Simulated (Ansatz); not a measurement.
# GeNH5 (built from SMILES [NH2][GeH3]): single points off equilibrium

Aim: energy, forces and dipole at a displaced guess of a reacting structure, from CCSD(T) and from density functionals.

The runs use Ansatz 0.2.0, Gaussian basis; single points in def2-TZVPP.

Cores are frozen in the correlated methods. Filled d shells of the heavier atoms are correlated.

## Step 1: The system as given

7 atoms, charge 0, spin multiplicity 1.

Atoms are counted from 1 here; the program's logs count them from 0.

Bond lengths: Ge1–H2 1.834 Å, Ge1–N3 1.614 Å, Ge1–H4 1.908 Å, Ge1–H5 1.670 Å, Ge1–H6 1.636 Å, H2–H4 0.805 Å, N3–H7 1.099 Å. Angles: H2–Ge1–N3 71.2°, H2–Ge1–H4 24.7°, H2–Ge1–H5 109.2°, H2–Ge1–H6 103.1°, N3–Ge1–H4 46.9°, N3–Ge1–H5 130.2°, N3–Ge1–H6 130.0°, H4–Ge1–H5 125.8°, H4–Ge1–H6 113.8°, H5–Ge1–H6 99.1°, Ge1–H2–H4 82.8°, Ge1–N3–H7 133.5°, Ge1–H4–H2 72.5°.

As a file:

```
Ge   -0.6019   -0.1604    0.1545
H     0.7333    0.8160    0.9456
N     0.6487   -0.0720   -0.8622
H     1.1580    0.5584    0.3124
H    -2.0223    0.7176    0.1955
H    -0.9587   -1.2853    1.2878
H     0.7987   -0.3820   -1.9054
```

## Step 2: CCSD(T)/def2-TZVPP

Contents of run/in.yaml:

```yaml
crystal:
  periodic: [false, false, false]
  atoms:
    - {symbol: Ge, position_ang: [-0.601900, -0.160400, 0.154500]}
    - {symbol: H, position_ang: [0.733300, 0.816000, 0.945600]}
    - {symbol: N, position_ang: [0.648700, -0.072000, -0.862200]}
    - {symbol: H, position_ang: [1.158000, 0.558400, 0.312400]}
    - {symbol: H, position_ang: [-2.022300, 0.717600, 0.195500]}
    - {symbol: H, position_ang: [-0.958700, -1.285300, 1.287800]}
    - {symbol: H, position_ang: [0.798700, -0.382000, -1.905400]}
basis:
  gaussian: {orbitals: def2-TZVPP}
correlation: {method: ccsd_t}
output: {forces: true}
```

No record of the launch command was kept for these runs.

## Step 3: PBE0-D4/def2-TZVPP

Edit run/in.yaml of step 2 so:

```diff
@@ -12,3 +12,3 @@
   gaussian: {orbitals: def2-TZVPP}
-correlation: {method: ccsd_t}
-output: {forces: true}
+hamiltonian: {xc: pbe0, dispersion: d4}
+output: {forces: true, orbitals: {seedname: orbitals}}
```

## Step 4: wB97M-V/def2-TZVPP

Edit run/in.yaml of step 3 so:

```diff
@@ -12,3 +12,3 @@
   gaussian: {orbitals: def2-TZVPP}
-hamiltonian: {xc: pbe0, dispersion: d4}
-output: {forces: true, orbitals: {seedname: orbitals}}
+hamiltonian: {xc: {name: wB97M-V}}
+output: {forces: true}
```

## Step 5: r2SCAN-D4/def2-TZVPP

Edit run/in.yaml of step 4 so:

```diff
@@ -12,3 +12,3 @@
   gaussian: {orbitals: def2-TZVPP}
-hamiltonian: {xc: {name: wB97M-V}}
+hamiltonian: {xc: r2scan, dispersion: d4}
 output: {forces: true}
```

## Step 6: PBE-D4/def2-TZVPP

Edit run/in.yaml of step 5 so:

```diff
@@ -12,3 +12,3 @@
   gaussian: {orbitals: def2-TZVPP}
-hamiltonian: {xc: r2scan, dispersion: d4}
+hamiltonian: {xc: pbe, dispersion: d4}
 output: {forces: true}
```

## Step 7: r2SCANh-D4/def2-TZVPP

Edit run/in.yaml of step 6 so:

```diff
@@ -12,3 +12,3 @@
   gaussian: {orbitals: def2-TZVPP}
-hamiltonian: {xc: pbe, dispersion: d4}
+hamiltonian: {xc: {name: r2SCANh}, dispersion: d4}
 output: {forces: true}
```

## Step 8: wB97X-V/def2-TZVPP

Edit run/in.yaml of step 7 so:

```diff
@@ -12,3 +12,3 @@
   gaussian: {orbitals: def2-TZVPP}
-hamiltonian: {xc: {name: r2SCANh}, dispersion: d4}
+hamiltonian: {xc: {name: wB97X-V}}
 output: {forces: true}
```

(Steps that only read results are left out.)

What does the calculation give? Wanted: energy less free atoms, CCSD(T)/def2-TZVPP; RMS force component; RMS force error; HOMO and LUMO, PBE0-D4; T1 diagnostic.

**Answer**, as computed:

| quantity | value |
| --- | --- |
| energy less free atoms, CCSD(T)/def2-TZVPP | -15.187 eV |
| RMS force component | 2.889 to 2.955 eV/Å over the methods |
| RMS force error | PBE0-D4 0.145, wB97M-V 0.072, r2SCAN-D4 0.154, PBE-D4 0.231, r2SCANh-D4 0.146, wB97X-V 0.097 eV/Å |
| HOMO and LUMO, PBE0-D4 | -6.66 and -2.02 eV |
| T1 diagnostic | 0.014 |

Against CCSD(T) the functionals' energies less atoms differ by -0.794 to -0.253 eV, PBE-D4 by -0.794 eV. A larger basis would deepen the CCSD(T) value, while the functionals are nearly converged already, so the order here is not reliable. The forces of wB97M-V come nearest to CCSD(T), those of PBE-D4 are farthest. Frozen-core CCSD(T) forces in triple zeta carry basis errors of their own, and this is one geometry, so small gaps rank nothing.
